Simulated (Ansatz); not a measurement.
# CH5NOSeSi: the cost of one run

All numbers below are computed with Ansatz 0.2.0 (RKS PBE-D4/def2-SVP).

**1. Starting point**

Bond lengths: N1–Si2 1.758 Å, Si2–O3 1.679 Å, O3–C4 1.453 Å, Si2–Se5 2.231 Å, C4–Se5 2.029 Å, N1–H6 1.008 Å, N1–H7 1.059 Å, Si2–H8 1.427 Å, C4–H9 1.058 Å, C4–H10 1.058 Å. Angles (14 of 17 angles, heavy atoms first): N1–Si2–O3 109.5°, N1–Si2–Se5 112.7°, O3–Si2–Se5 86.7°, Si2–O3–C4 102.3°, O3–C4–Se5 101.1°, Si2–Se5–C4 69.8°, N1–Si2–H8 116.2°, O3–Si2–H8 112.6°, Se5–Si2–H8 115.4°, Si2–N1–H6 111.2°, Si2–N1–H7 109.2°, O3–C4–H9 107.7°, O3–C4–H10 111.0°, Se5–C4–H9 108.7°.

Coordinates:

```xyz
10

N    -1.1728    0.9282    1.2972
Si   -0.8629   -0.3094    0.0878
O     0.7179   -0.8559    0.2385
C     1.3381   -0.3439   -0.9712
Se   -0.2453    0.5441   -1.8784
H    -1.2242    0.5300    2.2222
H    -0.3858    1.6362    1.2801
H    -1.8081   -1.3771    0.0224
H     1.6421   -1.1735   -1.5535
H     2.0841    0.3703   -0.7422
```

**2. End point A**

input.yaml reads:

```yaml
crystal:
  periodic: [false, false, false]
  atoms:
    - { symbol: "N", position_ang: [-1.1728, 0.9282, 1.2972] }
    - { symbol: Si, position_ang: [-0.8629, -0.3094, 0.0878] }
    - { symbol: O, position_ang: [0.7179, -0.8559, 0.2385] }
    - { symbol: C, position_ang: [1.3381, -0.3439, -0.9712] }
    - { symbol: Se, position_ang: [-0.2453, 0.5441, -1.8784] }
    - { symbol: H, position_ang: [-1.2242, 0.53, 2.2222] }
    - { symbol: H, position_ang: [-0.3858, 1.6362, 1.2801] }
    - { symbol: H, position_ang: [-1.8081, -1.3771, 0.0224] }
    - { symbol: H, position_ang: [1.6421, -1.1735, -1.5535] }
    - { symbol: H, position_ang: [2.0841, 0.3703, -0.7422] }
basis:
  gaussian: { orbitals: def2-SVP }
hamiltonian:
  xc: pbe
  dispersion: d4
relax:
  f_tol: 0.015
  max_steps: 40
```

Run with:

```console
> ansatz run input.yaml --threads 2 --pin off --max-ram 3072MiB --backend cpu --events-out ev --progress --plain --runs-dir out
```

What time and memory should one allow on 2 threads of Arm Neoverse V2, shared host?

About 27 s, with a peak of 0.19 GiB.
